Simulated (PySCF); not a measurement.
# C6H10N2: magnetic properties

What do calculations give for the magnetic properties of C6H10N2 (`C[C@H](/C=C\C#N)CN`)?

Computed with PySCF 2.14.0 and routines of our own; the level stands in each step. Atoms count from 0.

## 1. The system as given

18 atoms, charge 0, multiplicity 1; geometry from: GFN2-xTB.

## 2. Magnetic properties: GIAO HF/pcSseg-1

What the job is given:

```
{"job": {"kind": "mag", "xc": "HF", "basis": "pcSseg-1", "isotopologues": 2}, "charge": 0, "multiplicity": 1}
C     -0.913577     1.876241     0.337407
C     -0.283921     0.487726     0.262487
C      0.941374     0.501046    -0.584551
C      2.024805    -0.246763    -0.355949
C      2.144133    -1.088660     0.765859
N      2.242443    -1.783015     1.674722
C     -1.298097    -0.529397    -0.341037
N     -0.898873    -1.913312    -0.291853
H     -1.797666     1.856258     0.969762
H     -1.208101     2.216692    -0.653294
H     -0.208436     2.591760     0.754789
H     -0.030726     0.142317     1.271826
H      0.902193     1.121821    -1.469782
H      2.877631    -0.242930    -1.022237
H     -1.489189    -0.268887    -1.386287
H     -2.237935    -0.437248     0.209171
H     -0.045045    -2.069719    -0.816770
H     -0.729771    -2.207612     0.664078
```

Level: GIAO HF/pcSseg-1 magnetisability, rotational g tensor and spin-rotation constants, non-relativistic, gas phase.

The run is started by

```
OMP_NUM_THREADS=1 python excited_run.py task.json out
```

This one command runs all jobs of the session in turn.

Log:

```text
final grid: 142952 points
cycle   1  E = -341.6997027489  dE =  1.769e+00  |g| = 6.533e-01  |ddm| = 3.693e+00
cycle   2  E = -341.7892851654  dE = -8.958e-02  |g| = 4.730e-01  |ddm| = 8.654e-01
cycle   3  E = -341.8361947719  dE = -4.691e-02  |g| = 1.107e-01  |ddm| = 4.333e-01
cycle   4  E = -341.8400025372  dE = -3.808e-03  |g| = 2.796e-02  |ddm| = 1.362e-01
cycle   5  E = -341.8402331780  dE = -2.306e-04  |g| = 7.632e-03  |ddm| = 4.021e-02
cycle   6  E = -341.8402563582  dE = -2.318e-05  |g| = 2.906e-03  |ddm| = 1.310e-02
cycle   7  E = -341.8402598354  dE = -3.477e-06  |g| = 8.630e-04  |ddm| = 5.473e-03
cycle   8  E = -341.8402601719  dE = -3.365e-07  |g| = 2.637e-04  |ddm| = 1.534e-03
cycle   9  E = -341.8402602228  dE = -5.093e-08  |g| = 1.114e-04  |ddm| = 4.922e-04
cycle  10  E = -341.8402602370  dE = -1.421e-08  |g| = 6.131e-05  |ddm| = 2.088e-04
cycle  11  E = -341.8402602428  dE = -5.779e-09  |g| = 2.306e-05  |ddm| = 1.644e-04
cycle  12  E = -341.8402602436  dE = -8.274e-10  |g| = 8.778e-06  |ddm| = 6.847e-05
converged SCF energy = -341.8402602436

Magnetisability tensor (1e-30 J/T^2)
    -1227.26        3.82      -54.93
        3.82    -1395.66       -1.65
      -54.93       -1.65    -1296.12
isotropic -1306.35   principal values   -1395.75  -1326.52  -1196.77
isotropic susceptibility -78.670 1e-6 cm^3/mol

Inertial axes            a          b          c
rot. const./GHz      2.7376     1.5137     1.2019
chi total           -78.437    -81.131    -76.441
chi diamagnetic    -556.419   -894.916  -1103.212
chi paramagnetic    477.982    813.784   1026.771
quadrupole/D A       -5.237     -2.646      7.883
g nuclear            0.5975     0.5700     0.5667
g electronic        -0.6147    -0.5787    -0.5798
g total             -0.0172    -0.0087    -0.0130

Spin-rotation constants (kHz, H = +C I.J)
atom  isotope        aa         bb         cc
  5    14N        0.447      0.311      0.167
  7    14N        0.109      0.066      0.036
  8     1H       -0.210     -0.135     -0.049
  9     1H       -0.159     -0.182     -0.043
 10     1H       -0.283     -0.003     -0.122
 11     1H       -0.186     -0.167     -0.008
 12     1H       -0.150     -0.115      0.011
 13     1H       -0.206     -0.124      0.012
 14     1H       -0.218     -0.172      0.003
 15     1H       -0.146     -0.138     -0.038
 16     1H       -0.165     -0.157     -0.070
 17     1H       -0.242     -0.165     -0.042
  0    13C*       0.345      0.200      0.162
  1    13C*       0.497      0.225      0.197
  2    13C*       1.046      0.382      0.559
  3    13C*       0.610      0.304      0.436
  4    13C*       0.792      0.534      0.268
  6    13C*       0.453      0.242      0.241
* in the singly substituted isotopologue

Isotopologues: g along a, b, c
2H    at 8,9,10,11,12,1    -0.0148    -0.0082    -0.0115
13C   at 0                 -0.0170    -0.0086    -0.0129
```

Wall time 37 s (1 thread of Arm Neoverse N1, shared host); peak memory 0.8 GiB.

From this job:

```csv
quantity,value
magnetisability,-1306·10⁻³⁰ J/T²
molar susceptibility,-78.7·10⁻⁶ cm³/mol
"rotational g (a, b, c)","-0.0172, -0.0087, -0.0130"
```

Orbitals, density, ELF and potential are computed afterwards from the orbital file.

Frontier orbitals at HF/pcSseg-1, with the share of their density that lies nearest to each atom:

```csv
orbital,energy (eV),lies on
HOMO,-10.20,N7 21 %; C3 18 %; N5 13 %
LUMO,2.33,C2 29 %; C3 18 %; N5 14 %
```

ELF in a plane through or near 5 of the atoms.

Ten even steps from '0' (0.00) to '9' (1.00):
```
0000000000000000000000000000
0000000000000000000000000000
0000000000000000000000000000
0000000000000000000000000000
0000003664222110000000000000
0000007998533331000000000000
0000005897476563003676200000
0000001472284253018999600000
0000000253783274129999700000
0000000135665664225998300000
0000000001100146410232000000
0000000001421244530000000000
0000000028986725352000000000
0000000048984872675200000000
0000000003654852466300000000
0000000001589950033100000000
0000000001588860000000000000
0000000000266620000000000000
0000000000000000000000000000
0000000000000000000000000000
```
The map spans 11.0 Å across and 9.5 Å up, centred on the molecule. Atoms in the plane (x, y in Å): C2 (-0.3, 1.0), C3 (-1.6, 1.2), C6 (0.6, -1.3), N7 (-0.6, -2.0), H9 (2.4, 0.8).

log10 of the density (e/Å³) in the same plane.

Values, 10 rows by 14 columns:
```
-4.0 -4.0 -4.0 -4.0 -4.0 -4.0 -4.0 -4.0 -4.0 -4.0 -4.0 -4.0 -4.0 -4.0
-4.0 -4.0 -4.0 -3.5 -3.0 -2.9 -3.0 -3.3 -3.8 -3.9 -4.0 -4.0 -4.0 -4.0
-4.0 -4.0 -3.2 -1.8 -1.2 -1.4 -1.5 -1.8 -2.3 -2.4 -2.6 -3.2 -4.0 -4.0
-4.0 -3.7 -2.6 -1.0  0.1  0.1 -0.1 -0.3 -1.2 -1.0 -1.0 -1.9 -3.3 -4.0
-4.0 -3.4 -2.3 -1.2 -0.2  0.2  0.3  0.1 -0.7 -0.2 -0.1 -1.4 -3.0 -4.0
-4.0 -3.5 -2.5 -1.8 -1.3 -1.1 -1.0 -0.3 -0.4 -1.1 -1.3 -2.0 -3.3 -4.0
-4.0 -4.0 -3.5 -2.6 -1.5 -0.2 -0.1  0.2  0.4 -0.9 -2.2 -3.1 -4.0 -4.0
-4.0 -4.0 -4.0 -3.1 -1.7 -0.2  0.7 -0.2 -0.6 -1.2 -2.4 -3.7 -4.0 -4.0
-4.0 -4.0 -4.0 -4.0 -2.6 -1.4 -0.9 -1.4 -2.2 -2.6 -3.5 -4.0 -4.0 -4.0
-4.0 -4.0 -4.0 -4.0 -4.0 -3.2 -2.9 -3.2 -4.0 -4.0 -4.0 -4.0 -4.0 -4.0
```
The map spans 11.0 Å across and 9.5 Å up, centred on the molecule. Atoms in the plane (x, y in Å): C2 (-0.3, 1.0), C3 (-1.6, 1.2), C6 (0.6, -1.3), N7 (-0.6, -2.0), H9 (2.4, 0.8).

On the surface of density 0.002 e/bohr³ the electrostatic potential runs, from the 1st to the 99th percentile, from -1.86 V near N7 to 1.45 V near H12.

## 3. Magnetic properties: GIAO KT3/6-31G*

The job, as its differences from that of step 2:

```diff
@@ -1,2 +1,2 @@
-{"job": {"kind": "mag", "xc": "HF", "basis": "pcSseg-1", "isotopologues": 2}, "charge": 0, "multiplicity": 1}
+{"job": {"kind": "mag", "xc": "KT3", "basis": "6-31G*", "scf": {"guess": "atom"}}, "charge": 0, "multiplicity": 1}
 C     -0.913577     1.876241     0.337407
```

With the program's defaults for keys left out, this is: GIAO KT3/6-31G* magnetisability, rotational g tensor and spin-rotation constants, non-relativistic, gas phase.

Log:

```text
final grid: 142952 points
cycle   1  E = -349.0402911485  dE =  2.006e+00  |g| = 1.431e+00  |ddm| = 4.382e+00
cycle   2  E = -348.1719509179  dE =  8.683e-01  |g| = 2.256e+00  |ddm| = 4.653e+00
cycle   3  E = -349.4101348304  dE = -1.238e+00  |g| = 7.774e-01  |ddm| = 3.694e+00
cycle   4  E = -349.5585417871  dE = -1.484e-01  |g| = 2.456e-01  |ddm| = 8.811e-01
cycle   5  E = -349.5690482540  dE = -1.051e-02  |g| = 1.331e-01  |ddm| = 4.111e-01
cycle   6  E = -349.5731774663  dE = -4.129e-03  |g| = 3.655e-02  |ddm| = 1.535e-01
cycle   7  E = -349.5734688414  dE = -2.914e-04  |g| = 1.639e-02  |ddm| = 4.607e-02
cycle   8  E = -349.5735420839  dE = -7.324e-05  |g| = 3.516e-03  |ddm| = 1.949e-02
cycle   9  E = -349.5735455255  dE = -3.442e-06  |g| = 8.165e-04  |ddm| = 5.633e-03
cycle  10  E = -349.5735456980  dE = -1.725e-07  |g| = 2.426e-04  |ddm| = 1.222e-03
cycle  11  E = -349.5735457098  dE = -1.181e-08  |g| = 1.053e-04  |ddm| = 3.386e-04
cycle  12  E = -349.5735457125  dE = -2.728e-09  |g| = 1.602e-05  |ddm| = 1.230e-04
cycle  13  E = -349.5735457126  dE = -3.922e-11  |g| = 1.173e-05  |ddm| = 3.163e-05
converged SCF energy = -349.5735457126

Magnetisability tensor (1e-30 J/T^2)
    -1123.21       -4.35      -51.54
       -4.35    -1284.16       10.54
      -51.54       10.54    -1222.10
isotropic -1209.82   principal values   -1286.04  -1242.56  -1100.87
isotropic susceptibility -72.857 1e-6 cm^3/mol

Inertial axes            a          b          c
rot. const./GHz      2.7376     1.5137     1.2019
chi total           -71.843    -74.927    -71.802
chi diamagnetic    -551.456   -890.135  -1097.392
chi paramagnetic    479.613    815.209   1025.590
quadrupole/D A       -4.854     -1.954      6.808
g nuclear            0.5975     0.5700     0.5667
g electronic        -0.6168    -0.5797    -0.5791
g total             -0.0193    -0.0097    -0.0124

Spin-rotation constants (kHz, H = +C I.J)
atom  isotope        aa         bb         cc
  5    14N        0.380      0.259      0.136
  7    14N        0.124      0.072      0.047
  8     1H       -0.210     -0.139     -0.048
  9     1H       -0.156     -0.186     -0.042
 10     1H       -0.288      0.005     -0.124
 11     1H       -0.172     -0.163     -0.006
 12     1H       -0.138     -0.120      0.002
 13     1H       -0.196     -0.127      0.007
 14     1H       -0.212     -0.172      0.009
 15     1H       -0.135     -0.138     -0.035
 16     1H       -0.167     -0.163     -0.065
 17     1H       -0.252     -0.176     -0.041
  0    13C*       0.350      0.206      0.163
  1    13C*       0.536      0.238      0.206
  2    13C*       0.960      0.344      0.458
  3    13C*       0.626      0.280      0.357
  4    13C*       0.699      0.458      0.247
  6    13C*       0.462      0.249      0.261
* in the singly substituted isotopologue
```

Run time: 50 s. Hardware: 1 thread of Arm Neoverse N1, shared host; peak memory 0.55 GiB.

In short:

```csv
quantity,value
magnetisability,-1210·10⁻³⁰ J/T²
molar susceptibility,-72.9·10⁻⁶ cm³/mol
"rotational g (a, b, c)","-0.0193, -0.0097, -0.0124"
```

## 4. Magnetic properties side by side

```csv
level,ξ (10⁻³⁰ J/T²),g(a),g(b),gap (eV),functions,time
GIAO HF/pcSseg-1,-1306,-0.0172,-0.0087,12.53,186,37 s
GIAO KT3/6-31G*,-1210,-0.0193,-0.0097,3.27,132,50 s
```

## 5. Summary of results

```
                                         quantity                      value
       magnetisability (step 2, GIAO HF/pcSseg-1)           -1306·10⁻³⁰ J/T²
  molar susceptibility (step 2, GIAO HF/pcSseg-1)         -78.7·10⁻⁶ cm³/mol
rotational g (a, b, c) (step 2, GIAO HF/pcSseg-1)  -0.0172, -0.0087, -0.0130
            surface potential, 1st and 99th percentile         -1.86 V and 1.45 V
                  magnetisability over the levels  -1306 to -1210·10⁻³⁰ J/T²
```

In words: The magnetisability spreads by 7.7 % over 2 levels, from GIAO HF/pcSseg-1 (37 s) to GIAO KT3/6-31G* (50 s); the runs took 37 s to 50 s. Two levels can agree by chance, so this spread shows no convergence. Vibrational averaging and real surroundings are missing from these values.
